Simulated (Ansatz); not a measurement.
# HC16: the cost of one run

Program: Ansatz 0.2.0. Level of theory: DFT PBE, plane waves, PAW, scalar-relativistic, collinear spin. These are calculated values, not measurements.

1 further run of the same task is left out (it didn't finish).

### Step 1. The structure to begin with

The cell holds 17 atoms (C16H): a = 5.049 Å, b = 5.049 Å, c = 5.049 Å, α = 60.00°, β = 60.00°, γ = 60.00°.

Structure file:

```
CELL_PARAMETERS angstrom
0.00000 3.57000 3.57000
3.57000 0.00000 3.57000
3.57000 3.57000 0.00000
ATOMIC_POSITIONS crystal
C 0.00000 0.00000 0.00000
C 0.12500 0.12500 0.12500
C 0.00000 0.00000 0.50000
C 0.12500 0.12500 0.62500
C 0.00000 0.50000 0.00000
C 0.12500 0.62500 0.12500
C 0.00000 0.50000 0.50000
C 0.12500 0.62500 0.62500
C 0.50000 0.00000 0.00000
C 0.62500 0.12500 0.12500
C 0.50000 0.00000 0.50000
C 0.62500 0.12500 0.62500
C 0.50000 0.50000 0.00000
C 0.62500 0.62500 0.12500
C 0.50000 0.50000 0.50000
C 0.62500 0.62500 0.62500
H 0.24014 0.25351 0.24598
```

### Step 2. Relaxing end A

The input, input.yaml:

```yaml
crystal:
  lattice:
    - [0.0, 3.57, 3.57]
    - [3.57, 0.0, 3.57]
    - [3.57, 3.57, 0.0]
  atoms:
    - { symbol: C, position: [0.0, 0.0, 0.0] }
    - { symbol: C, position: [0.125, 0.125, 0.125] }
    - { symbol: C, position: [0.0, 0.0, 0.5] }
    - { symbol: C, position: [0.125, 0.125, 0.625] }
    - { symbol: C, position: [0.0, 0.5, 0.0] }
    - { symbol: C, position: [0.125, 0.625, 0.125] }
    - { symbol: C, position: [0.0, 0.5, 0.5] }
    - { symbol: C, position: [0.125, 0.625, 0.625] }
    - { symbol: C, position: [0.5, 0.0, 0.0] }
    - { symbol: C, position: [0.625, 0.125, 0.125] }
    - { symbol: C, position: [0.5, 0.0, 0.5] }
    - { symbol: C, position: [0.625, 0.125, 0.625] }
    - { symbol: C, position: [0.5, 0.5, 0.0] }
    - { symbol: C, position: [0.625, 0.625, 0.125] }
    - { symbol: C, position: [0.5, 0.5, 0.5] }
    - { symbol: C, position: [0.625, 0.625, 0.625] }
    - { symbol: H, position: [0.2401428, 0.2535113, 0.2459793], spin: 1.0 }
magnetization:
  spin_polarized: true
basis:
  ecutwfc: 420.0
kpoints:
  mp_grid: { grid: [3, 3, 3] }
hamiltonian:
  xc: pbe
scf:
  occupations: { method: gaussian, width: 0.02 }
  lower_state_search: "off"
relax:
  f_tol: 0.03
  max_steps: 60
  adjacent_minimum: "off"
```

Started as:

```
$ ansatz run input.yaml --threads 2 --pin off --max-ram 5120MiB --backend cpu --events-out ev --progress --plain --runs-dir out
```

What time and memory should one allow on 2 threads of AMD EPYC 9R45 (Zen 5), shared host?

About 10 s, with a peak of 0.45 GiB.
